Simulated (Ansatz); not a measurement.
Task: a rigid torsion scan of C2H2BrCl, SMILES Cl/C=C/Br, with the Python package of Ansatz (0.2.0). Give the script and its output. Settings (for the species named): B3LYP, def2-SVP basis, multiplicity 1.

```tsv
atom	x (Å)	y (Å)	z (Å)
Cl	-2.1430	0.3021	-0.0002
C	-0.5682	-0.3718	0.0051
C	0.5332	0.3773	-0.0051
Br	2.2533	-0.3143	0.0002
H	-0.5784	-1.4540	0.0174
H	0.5032	1.4606	-0.0174
```

`c2h2brcl_torsion.py`
```python
# -*- coding: utf-8 -*-
import ansatz as az
from ase import Atoms

BASIS = "def2-SVP"
FUNCTIONAL = "B3LYP"
FORCE_TOL = 0.02

atoms = Atoms(["Cl", "C", "C", "Br", "H", "H"], positions=[
    (-2.143, 0.3021, -0.0002),
    (-0.5682, -0.3718, 0.0051),
    (0.5332, 0.3773, -0.0051),
    (2.2533, -0.3143, 0.0002),
    (-0.5784, -1.454, 0.0174),
    (0.5032, 1.4606, -0.0174),
])

first = (
    az.Crystal.molecule_from_ase(atoms).calculation()
    .basis(gaussian=BASIS)
    .functional(FUNCTIONAL)
    .relax(force_tolerance=FORCE_TOL, max_steps=80)
)
atoms.positions = first.run(threads=1, pin="off").report["positions_ang"]

start = atoms.get_dihedral(3, 2, 1, 0)
energies = {}
for turn in range(0, 360, 30):
    turned = atoms.copy()
    turned.set_dihedral(3, 2, 1, 0, start + turn, indices=[0, 1, 4])
    setup = az.Crystal.molecule_from_ase(turned).calculation()
    setup = setup.basis(gaussian=BASIS)
    setup = setup.functional(FUNCTIONAL)
    energies[round((start + turn) % 360)] = setup.run(threads=1, pin="off").report["free_energy_ev"]
floor = min(energies.values())
print("dihedral Br3-C2-C1-Cl0 (deg)   E - E(min) (kJ/mol)")
for angle, e in sorted(energies.items()):
    print(f"{angle:8d} {96.485332 * (e - floor):14.3f}  " + "#" * int(30 * (e - floor) / max(max(energies.values()) - floor, 1e-9)))
```

Output of `python c2h2brcl_torsion.py`:
```text
dihedral Br3-C2-C1-Cl0 (deg)   E - E(min) (kJ/mol)
       0          3.121
      30         43.679  ###
      60        161.883  ##############
      90        341.971  #############################
     120        158.398  #############
     150         40.574  ###
     180          0.000
     210         40.589  ###
     240        158.427  #############
     270        342.010  ##############################
     300        161.854  ##############
     330         43.664  ###
```

The scan is rigid and the energies are electronic, in a modest basis. With rigid groups the curve can differ much from the relaxed path, the start wasn't checked as a minimum of this torsion, and equivalent turns needn't return to the same energy. b3lyp holds the VWN-RPA fit, as in Gaussian; the form of ORCA and Turbomole is b3lyp5. Hardware and time: 90 s on 1 thread of AMD EPYC 7R43 64-Core Processor (Zen 3), on a shared host, peak memory 0.25 GiB.

(A comment or docstring line of the script was reworded after the run, the code is as it ran; lines on the test bed's own set-up are left out of the output.)
